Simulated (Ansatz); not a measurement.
**BLYP/STO-3G run of AlH2ClO (SMILES [OH][AlH][Cl])**

What is the electronic atomisation energy of AlH2ClO at BLYP/STO-3G? 

Program for the calculation: Ansatz 0.2.0.

77 further runs of the same task are left out: 5 that didn't finish, 72 set aside as unsound or not needed.

**1. The structure to begin with**

The species is AlH2ClO (5 atoms), meant as a singlet with charge 0. SMILES: `[OH][AlH][Cl]`. The shape is that of a PBE0-D4/def2-TZVP optimisation. This is one conformer, not always the lowest.

Bond lengths: O1–Al2 1.684 Å, Al2–Cl3 2.096 Å, O1–H4 0.956 Å, Al2–H5 1.563 Å. Angles: O1–Al2–Cl3 119.8°, O1–Al2–H5 119.3°, Cl3–Al2–H5 120.9°, Al2–O1–H4 124.3°.

**2. A single-point energy at BLYP/STO-3G**

Contents of job.yaml:

```yaml
crystal:
  periodic: [false, false, false]
  atoms:
    - symbol: O
      position_ang: [-1.110100, 0.370900, -0.514400]
    - symbol: Al
      position_ang: [0.431000, 0.184900, 0.137500]
    - symbol: Cl
      position_ang: [1.114900, -1.725400, 0.662800]
    - symbol: H
      position_ang: [-1.719500, -0.349100, -0.669500]
    - symbol: H
      position_ang: [1.333500, 1.445000, 0.342200]
basis:
  gaussian:
    orbitals: STO-3G
hamiltonian:
  xc: {name: BLYP}
accuracy: high
```

Started as:

```
$ ansatz run job.yaml --threads 1 --pin off --max-ram 2610MiB --events-out events.jsonl --progress --plain --runs-dir runs
```

What it wrote:

```text
Warning: RAYON_NUM_THREADS=1 ignored (pool sized by the plan → 1); use --threads N
Functional definition: BLYP
  name "BLYP"
  parameter beta = 0.0042
  parameter a = 0.04918
  parameter b = 0.132
  parameter c = 0.2533
  parameter d = 0.349
  exchange = b88_x(beta = beta)
  correlation = lyp_c(a = a, b = b, c = c, d = d)
456 factors; integrals over basis functions are off by at most 1.7e-8 eV
mean field evaluation 1: about -20950.5607 eV, gradient 3.2e1 eV
mean field evaluation 2: about -20925.7237 eV, gradient 1.0e2 eV
mean field evaluation 4: about -20954.3237 eV, gradient 4.4e0 eV
mean field evaluation 8: about -20954.3507 eV, gradient 2.5e-2 eV
mean field evaluation 16: about -20954.3507 eV, gradient 1.3e-7 eV
mean field -20954.35070239 eV, -770.0581849439 hartree, gradient 5.1e-9 eV, S^2 0.000000; 0 other end points of the search recorded, 0 dependent functions left out
reference -20954.35074108 eV, -770.0581863657 hartree; 20, 20 occupied and 5, 5 virtual orbitals, 456 factors
Total energy: -20954.35074108 eV, -770.0581863657 hartree
```

It took 0.5 s on 1 thread of AMD EPYC 9R45 (Zen 5), shared host.

**3. The Al atom, same level**

Contents of molecule.yaml:

```yaml
crystal:
  periodic: [false, false, false]
  atoms:
    - symbol: Al
      position_ang: [0.000000, 0.000000, 0.000000]
basis:
  gaussian: {orbitals: STO-3G}
magnetization: {spin_polarized: true, initial_magnetization: 1}
hamiltonian: {xc: {name: BLYP}}
accuracy: high
```

Run the same way, it converges to -239.29454 Eh (log not shown).

**4. The Cl atom at the same level**

Contents of input.yaml:

```yaml
crystal:
  periodic: [false, false, false]
  atoms:
    - {symbol: Cl, position_ang: [0.000000, 0.000000, 0.000000]}
basis:
  gaussian:
    orbitals: STO-3G
magnetization:
  spin_polarized: true
  initial_magnetization: 1
hamiltonian:
  xc: {name: BLYP}
accuracy: high
```

Started as:

```
$ ansatz run input.yaml --threads 1 --pin off --max-ram 2610MiB --events-out events.jsonl --progress --plain --runs-dir runs
```

What it wrote, cut to the lines that bear on the results:

```text
Warning: RAYON_NUM_THREADS=1 ignored (pool sized by the plan → 1); use --threads N
[... 9 set-up lines as earlier in the session ...]
42 factors; integrals over basis functions are off by at most 1.8e-9 eV
mean field evaluation 1: about -12383.0545 eV, gradient 2.9e-2 eV
mean field evaluation 2: about -12383.0545 eV, gradient 2.9e-2 eV
mean field evaluation 4: about -12383.0545 eV, gradient 4.8e-10 eV
mean field evaluation 8: about -12383.0545 eV, gradient 4.0e-2 eV
mean field evaluation 16: about -12383.0545 eV, gradient 1.1e-8 eV
mean field -12383.05452513 eV, -455.0688602628 hartree, gradient 1.1e-8 eV, S^2 0.750000; 1 other end points of the search recorded, 0 dependent functions left out
reference -12383.05454722 eV, -455.0688610744 hartree; 9, 8 occupied and 0, 1 virtual orbitals, 42 factors
Total energy: -12383.05454722 eV, -455.0688610744 hartree
```

It took 0.16 s on 1 thread of AMD EPYC 9R45 (Zen 5), shared host.

**5. The H atom at the same level**

input.yaml: that of step 4 with these lines changed.

```diff
@@ -3,3 +3,3 @@
   atoms:
-    - {symbol: Cl, position_ang: [0.000000, 0.000000, 0.000000]}
+    - {symbol: H, position_ang: [0.000000, 0.000000, 0.000000]}
 basis:
```

Run the same way, it converges to -0.46274 Eh (log not shown).

**6. The O atom at the same level**

Contents of molecule.yaml:

```yaml
basis:
  gaussian: {orbitals: STO-3G}
crystal:
  periodic: [false, false, false]
  atoms:
    - symbol: O
      position_ang: [0.000000, 0.000000, 0.000000]
magnetization: {spin_polarized: true, initial_magnetization: 2}
hamiltonian: {xc: {name: BLYP}}
accuracy: high
```

Run the same way, it converges to -74.00713 Eh (log not shown).

**7. Summary of results**

At BLYP/STO-3G:

```
                     quantity          value
       molecule: total energy  -770.05819 Eh
        Al atom: total energy  -239.29454 Eh
                Al atom: ⟨S²⟩          0.750
        Cl atom: total energy  -455.06886 Eh
                Cl atom: ⟨S²⟩          0.750
         H atom: total energy    -0.46274 Eh
                 H atom: ⟨S²⟩          0.750
         O atom: total energy   -74.00713 Eh
                 O atom: ⟨S²⟩          2.000
electronic atomisation energy      20.740 eV
```

Taking the molecule apart into free atoms costs 20.74 eV (478 kcal/mol), before zero-point energy and without spin-orbit coupling. In a minimal basis such a difference can be off by several eV, whatever the method.
